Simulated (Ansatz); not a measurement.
# C₄H₈O₃: up Jacob's ladder to CCSD(T)

One table from this session's results is given with a row withheld; the runs are named, their logs left out.

Method: functionals in def2-TZVPP, the program's frozen cores in correlated methods; program: Ansatz 0.2.0, Gaussian basis.

Levels to be run: PBE-D4, r2SCAN-D4, PBE0-D4, B3LYP-D4, ωB97X-V, ωB97M-V, B2PLYP; CCSD(T)/def2-TZVPP; MP2/def2-QZVPP; extrapolation to the limit.

**Structure used throughout**

All runs share one geometry, relaxed beforehand with PBE0-D4 in a triple-zeta def2 set.

SMILES `COCOC(C)=O`, 15 atoms, charge 0, spin multiplicity 1.

Atoms are counted from 1 here; the program's logs count them from 0.

Bond lengths: C1–O2 1.412 Å, C1–H8 1.095 Å, C1–H9 1.095 Å, C1–H10 1.089 Å, O2–C3 1.373 Å, C3–O4 1.432 Å, C3–H11 1.089 Å, C3–H12 1.094 Å, O4–C5 1.347 Å, C5–C6 1.497 Å, C5–O7 1.200 Å, C6–H13 1.092 Å, C6–H14 1.087 Å, C6–H15 1.092 Å. Angles: O2–C1–H8 111.6°, O2–C1–H9 111.2°, O2–C1–H10 106.7°, H8–C1–H9 108.6°, H8–C1–H10 109.0°, H9–C1–H10 109.7°, C1–O2–C3 114.7°, O2–C3–O4 111.9°, O2–C3–H11 107.1°, O2–C3–H12 112.3°, O4–C3–H11 105.2°, O4–C3–H12 108.3°, H11–C3–H12 111.9°, C3–O4–C5 118.0°, O4–C5–C6 110.5°, O4–C5–O7 124.3°, C6–C5–O7 125.3°, C5–C6–H13 109.8° and more.

The first run:

File in.yaml:

```yaml
crystal:
  periodic: [false, false, false]
  atoms:
    - {symbol: C, position_ang: [-0.304331, 0.339733, 2.168372]}
    - {symbol: O, position_ang: [0.133474, -0.953294, 1.806142]}
    - {symbol: C, position_ang: [-0.283505, -1.374917, 0.567947]}
    - {symbol: O, position_ang: [0.465146, -0.759297, -0.486485]}
    - {symbol: C, position_ang: [-0.113268, 0.249008, -1.167791]}
    - {symbol: C, position_ang: [0.812955, 0.766101, -2.223767]}
    - {symbol: O, position_ang: [-1.218757, 0.664111, -0.951671]}
    - {symbol: H, position_ang: [0.186977, 1.114344, 1.571036]}
    - {symbol: H, position_ang: [-1.388161, 0.439328, 2.046343]}
    - {symbol: H, position_ang: [-0.039133, 0.478722, 3.215694]}
    - {symbol: H, position_ang: [-0.054047, -2.436993, 0.498200]}
    - {symbol: H, position_ang: [-1.345914, -1.175253, 0.397730]}
    - {symbol: H, position_ang: [1.750942, 1.088043, -1.767772]}
    - {symbol: H, position_ang: [0.344372, 1.594920, -2.748101]}
    - {symbol: H, position_ang: [1.053239, -0.034556, -2.925908]}
basis:
  gaussian: {orbitals: def2-TZVPP}
hamiltonian: {xc: pbe, dispersion: d4}
output: {forces: true, orbitals: {seedname: orbitals}}
```

Run with:

```console
$ ansatz run in.yaml --threads 2 --pin off --events-out ev --progress --plain --max-ram 32768MiB --backend cuda --devices 0, --max-vram 18GiB
```

Among the steps run: PBE-D4 (GGA); r2SCAN-D4 (meta-GGA); PBE0-D4 (hybrid); B3LYP-D4 (hybrid); ωB97X-V (range-separated); ωB97M-V (range-separated); B2PLYP (double hybrid); CCSD(T) in def2-TZVPP; MP2 in def2-QZVPP.

One of the session's tables, all rows but one given; the rest of the session is left out.

It belongs to the step «Atomisation energies». 

| method | atoms, summed (eV) | atomisation energy (kcal/mol) |
| --- | --- | --- |
| PBE-D4 | -10346.036 | 1522.0 |
| r2SCAN-D4 | -10354.121 | 1482.5 |
| PBE0-D4 | -10348.098 | 1483.1 |
| B3LYP-D4 | -10360.571 | 1474.7 |
| ωB97X-V | -10356.534 | 1479.0 |
| ωB97M-V | -10355.836 | 1480.5 |
| B2PLYP | -10352.647 | 1461.3 |
| HF/def2-TZVPP | -10318.973 | 1044.2 |
| MP2/def2-TZVPP | -10337.734 | 1471.2 |
| CCSD/def2-TZVPP | -10341.311 | 1411.7 |
| CCSD(T)/def2-TZVPP | ? | ? |
| MP2/CBS | -10341.376 | 1508.4 |
| CCSD(T)/CBS | -10345.407 | 1474.6 |

Estimate the missing values for CCSD(T)/def2-TZVPP.

The run gave: atoms, summed (eV): -10341.764; atomisation energy (kcal/mol): 1437.3. In the column «atoms, summed (eV)» it lies between CCSD(T)/CBS (-10345.407) and MP2/CBS (-10341.376).

To keep in mind: Free atoms (4 C, 3 O, 8 H) were run apart at each level; the atomisation energy is their sum less the molecule, without zero-point or spin-orbit terms.
